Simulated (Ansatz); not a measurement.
# CH₇ClOSi₂: a ladder of functionals and wavefunction methods

Aim: compute CH₇ClOSi₂ with functionals from several rungs and with coupled cluster, and see how far each lands from CCSD(T) at the basis-set limit for the atomisation energy.

The runs use Ansatz 0.2.0, Gaussian basis; functionals in def2-TZVPP, the program's frozen cores in correlated methods.

Levels to be run: LDA (SPW92), PBE-D4, revPBE-D4, BLYP-D4, r2SCAN-D4, B97M-V, PBE0-D4, B3LYP-D4, r2SCANh-D4, r2SCAN0-D4, HSE06-D4, BHLYP-D4, CAM-B3LYP-D4, LC-ωPBE, ωB97X-V, ωB97M-V, B2PLYP, PBE-QIDH; CCSD(T)/def2-SVP; CCSD(T)/def2-TZVPP; MP2/def2-QZVPP; extrapolation to the limit; RPA on PBE.

## (1) The relaxed structure

All runs share one geometry, relaxed beforehand with PBE0-D4 in a triple-zeta def2 set.

12 atoms, charge 0, spin multiplicity 1.

Atoms are counted from 1 here; the program's logs count them from 0.

Bond lengths: O1–Si2 1.655 Å, O1–H6 0.958 Å, Si2–Si3 2.353 Å, Si2–H7 1.489 Å, Si2–H8 1.485 Å, Si3–C4 1.891 Å, Si3–H9 1.489 Å, Si3–H10 1.492 Å, C4–Cl5 1.789 Å, C4–H11 1.090 Å, C4–H12 1.090 Å. Angles: Si2–O1–H6 117.6°, O1–Si2–Si3 111.9°, O1–Si2–H7 111.0°, O1–Si2–H8 105.5°, Si3–Si2–H7 110.0°, Si3–Si2–H8 109.1°, H7–Si2–H8 109.1°, Si2–Si3–C4 109.5°, Si2–Si3–H9 111.7°, Si2–Si3–H10 111.0°, C4–Si3–H9 108.5°, C4–Si3–H10 108.1°, H9–Si3–H10 108.0°, Si3–C4–Cl5 109.0°, Si3–C4–H11 111.7°, Si3–C4–H12 112.7°, Cl5–C4–H11 107.3°, Cl5–C4–H12 107.5° and more.

Coordinates:

```xyz
12
CH7ClOSi2
O    -2.1331   -0.0254    1.9208
Si   -1.4843    0.1741    0.4112
Si    0.8018   -0.3788    0.3565
C     1.5986    0.3841   -1.1799
Cl    0.6621   -0.1047   -2.6238
H    -2.2310   -0.9204    2.2473
H    -2.2274   -0.6289   -0.5993
H    -1.6423    1.6173    0.0982
H     1.0101   -1.8528    0.3140
H     1.5083    0.1529    1.5584
H     1.5878    1.4736   -1.1406
H     2.6265    0.0537   -1.3289
```

## (2) LDA

This LDA is Slater exchange with PW92 correlation.

in.yaml

```yaml
crystal:
  periodic: [false, false, false]
  atoms:
    - {symbol: O, position_ang: [-2.133105, -0.025379, 1.920822]}
    - {symbol: Si, position_ang: [-1.484297, 0.174091, 0.411179]}
    - {symbol: Si, position_ang: [0.801815, -0.378788, 0.356474]}
    - {symbol: C, position_ang: [1.598579, 0.384109, -1.179907]}
    - {symbol: Cl, position_ang: [0.662140, -0.104706, -2.623773]}
    - {symbol: H, position_ang: [-2.231034, -0.920378, 2.247319]}
    - {symbol: H, position_ang: [-2.227369, -0.628924, -0.599260]}
    - {symbol: H, position_ang: [-1.642331, 1.617332, 0.098173]}
    - {symbol: H, position_ang: [1.010060, -1.852772, 0.314036]}
    - {symbol: H, position_ang: [1.508299, 0.152850, 1.558424]}
    - {symbol: H, position_ang: [1.587771, 1.473610, -1.140646]}
    - {symbol: H, position_ang: [2.626472, 0.053654, -1.328941]}
basis:
  gaussian: {orbitals: def2-TZVPP}
hamiltonian: {xc: lda}
output: {orbitals: {seedname: orbitals}}
```

Command:

```console
ansatz run in.yaml --threads 4 --pin off --events-out ev --progress --plain --max-ram 10444MiB
```

After this run come: PBE-D4 (GGA); revPBE-D4 (GGA); BLYP-D4 (GGA); r2SCAN-D4 (meta-GGA); B97M-V (meta-GGA); PBE0-D4 (hybrid); B3LYP-D4 (hybrid); r2SCANh-D4 (hybrid); r2SCAN0-D4 (hybrid); HSE06-D4 (hybrid); BHLYP-D4 (hybrid); CAM-B3LYP-D4 (range-separated); LC-ωPBE (range-separated); ωB97X-V (range-separated); ωB97M-V (range-separated); B2PLYP (double hybrid); PBE-QIDH (double hybrid); CCSD(T) in def2-SVP; CCSD(T) in def2-TZVPP; MP2 in def2-QZVPP; RPA on PBE orbitals.

**Question.** What will the summary of the whole plan be? Wanted: atomisation energy, CCSD(T)/CBS; farthest beyond LDA; mean size of error, GGA; mean size of error, meta-GGA; mean size of error, hybrid; mean size of error, range-separated; mean size of error, double hybrid; gap, smallest and largest; T1 diagnostic.

**Answer**, as computed:

| quantity | value |
| --- | --- |
| atomisation energy, CCSD(T)/CBS | 952.1 kcal/mol |
| functionals within 4.8 kcal/mol (0.5 %) | PBE-D4, r2SCAN-D4, B97M-V, CAM-B3LYP-D4, ωB97X-V, ωB97M-V |
| farthest beyond LDA | BHLYP-D4 (-26.1 kcal/mol) |
| mean size of error, GGA | 10.5 kcal/mol |
| mean size of error, meta-GGA | 1.0 kcal/mol |
| mean size of error, hybrid | 11.6 kcal/mol |
| mean size of error, range-separated | 4.7 kcal/mol |
| mean size of error, double hybrid | 15.0 kcal/mol |
| gap, smallest and largest | 4.87 eV (LDA (SPW92)), 11.85 eV (LC-ωPBE) |
| T1 diagnostic | 0.0114 |
| triples share of the correlation energy | 3.7 % |

**Reading.** The LDA atomisation energy is off by 119.4 kcal/mol (13 %): it overbinds. PBE-D4 is off by +1.9 kcal/mol. Double hybrids carry the basis error of their MP2 part in triple zeta, and no dispersion term here, so their miss is partly the set-up's. The rungs meta-GGA, range-separated miss on average by less than the doubt on the reference (4.8 kcal/mol), so they tie. Misses under about 4.8 kcal/mol are within the doubt on the reference itself, which lacks core-valence correlation, relativity and higher excitations. Hartree-Fock recovers 73 % of the binding; the rest is correlation. CCSD(T) in def2-SVP is off by -71.1 kcal/mol, which most functionals beat. The gap grows from 4.9 to 11.9 eV across the functionals, mostly with the share of exact exchange.
